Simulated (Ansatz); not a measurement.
# CH5AlGaN: the cost of one run

The runs use Ansatz 0.2.0, Gaussian basis; the settings change from run to run.

### 1 The geometry

An earlier PBE0-D4 in a triple-zeta def2 set relaxation fixed the geometry.

9 atoms, charge 0, spin multiplicity 1.

Atoms are counted from 1 here; the program's logs count them from 0.

Bond lengths: Al1–C2 1.936 Å, Al1–N3 1.998 Å, Al1–H5 1.585 Å, Al1–H6 1.585 Å, C2–N3 1.278 Å, C2–H7 1.097 Å, N3–Ga4 1.858 Å, Ga4–H8 1.555 Å, Ga4–H9 1.555 Å. Angles: C2–Al1–N3 37.9°, C2–Al1–H5 118.3°, C2–Al1–H6 118.2°, N3–Al1–H5 113.6°, N3–Al1–H6 113.6°, H5–Al1–H6 123.2°, Al1–C2–N3 73.7°, Al1–C2–H7 164.6°, N3–C2–H7 121.7°, Al1–N3–C2 68.4°, Al1–N3–Ga4 138.9°, C2–N3–Ga4 152.7°, N3–Ga4–H8 114.9°, N3–Ga4–H9 114.8°, H8–Ga4–H9 129.5°.

Geometry (Å):

```mol
CH5AlGaN
  3D, bonds by distance, orders not assigned

  9  9  0  0  0  0  0  0  0  0999 V2000
    0.2226    1.7055   -0.2448 Al  0  0
    1.2351    0.1349   -0.7498 C   0  0
    0.2133   -0.2880   -0.1096 N   0  0
   -0.8423   -1.6367    0.6118 Ga  0  0
   -0.8393    2.2772   -1.2738 H   0  0
    0.5933    2.4321    1.1147 H   0  0
    1.9863   -0.5539   -1.1551 H   0  0
   -0.5599   -1.9596    2.1067 H   0  0
   -2.0090   -2.1116   -0.3002 H   0  0
  1  2  8  0
  1  3  8  0
  1  5  8  0
  1  6  8  0
  2  3  8  0
  2  7  8  0
  3  4  8  0
  4  8  8  0
  4  9  8  0
M  END
```

### 2 PBE0-DH/aug-cc-pVTZ

This run has atoms shaken by 0.03 Å, high accuracy, the search for lower states set to off.

Input file in.yaml:

```yaml
crystal:
  periodic: [false, false, false]
  atoms:
    - {symbol: Al, position_ang: [0.208542, 1.746975, -0.231615]}
    - {symbol: C, position_ang: [1.240708, 0.158785, -0.770454]}
    - {symbol: N, position_ang: [0.216137, -0.337980, -0.113346]}
    - {symbol: Ga, position_ang: [-0.861307, -1.630970, 0.593719]}
    - {symbol: H, position_ang: [-0.859838, 2.248473, -1.273313]}
    - {symbol: H, position_ang: [0.631133, 2.397676, 1.099665]}
    - {symbol: H, position_ang: [2.030459, -0.588167, -1.162446]}
    - {symbol: H, position_ang: [-0.549377, -1.943699, 2.114657]}
    - {symbol: H, position_ang: [-1.971669, -2.140605, -0.299905]}
basis:
  gaussian: {orbitals: aug-cc-pVTZ}
hamiltonian: {xc: {name: PBE0-DH}}
accuracy: high
scf: {lower_state_search: off}
output: {forces: true}
```

The run is started by

```console
> ansatz run in.yaml --threads 2 --pin off --events-out ev --progress --plain --max-ram 4352MiB
```

Q: Estimate wall time and peak memory on 2 threads of Arm Neoverse V1, shared host.

About 3.7 min, with a peak of 3.2 GiB.
